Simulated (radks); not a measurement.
# Ionisation of Kr: one atom, several choices of exchange strength α

The task here is to estimate one member of a computed series from the others.

Method: non-relativistic Kohn-Sham, spin-unpolarised, spherical densities, point nucleus. Code: radks (a radial shooting solver on a logarithmic mesh, Libxc functionals) version 1.

**What is computed**

| Quantity | Value |
| --- | --- |
| element | krypton (Z = 36) |
| charge | 0 |
| electrons | 36 |
| configuration | [Kr] |
| ion | Kr⁺, [Ar] 3d10 4s2 4p5 |
| choices | α = 0.667; α = 0.721; α = 0.789; α = 0.813; α = 0.822; α = 0.829; α = 0.861; α = 0.875 |

The outer shells:

Kr
```
[Ar] core
3d [↑↓][↑↓][↑↓][↑↓][↑↓]
4s [↑↓]
4p [↑↓][↑↓][↑↓]
```

Kr⁺
```
[Ar] core
3d [↑↓][↑↓][↑↓][↑↓][↑↓]
4s [↑↓]
4p [↑↓][↑↓][↑ ]
```

The first run:

The run's settings:

```text
Z 36
configuration [Kr]
relativity non-relativistic
functional xalpha 0.667
spin unpolarised
nucleus point
```

Among the steps run: α = 0.667: Kr.

One table of the session follows, with a row left open; its other results are not shown here.

It belongs to the step «α = 0.667: Kr». Sizes of the orbitals, from the radial functions (bohr):

```
level     <r>  outermost maximum (interpolated)  90 % within  nodes
   1s       ?                                 ?            ?      ?
   2s  0.1881                             0.158        0.290      1
   2p  0.1620                             0.125        0.264      0
   3s  0.5428                             0.478        0.807      2
   3p  0.5464                             0.468        0.833      1
   3d  0.5548                             0.410        0.909      0
   4s   1.603                              1.36         2.39      3
   4p   1.970                              1.56         3.06      2
```

Q: Estimate the row for 1s from the others.

The run gave: <r>: 0.04250; outermost maximum (interpolated): 0.0281; 90 % within: 0.0756; nodes: 0. In the column «<r>» it is the lowest.

Caveats from the session: Spin polarisation and multiplet splitting are left out, so open shells lie too high by an amount that depends on their filling.
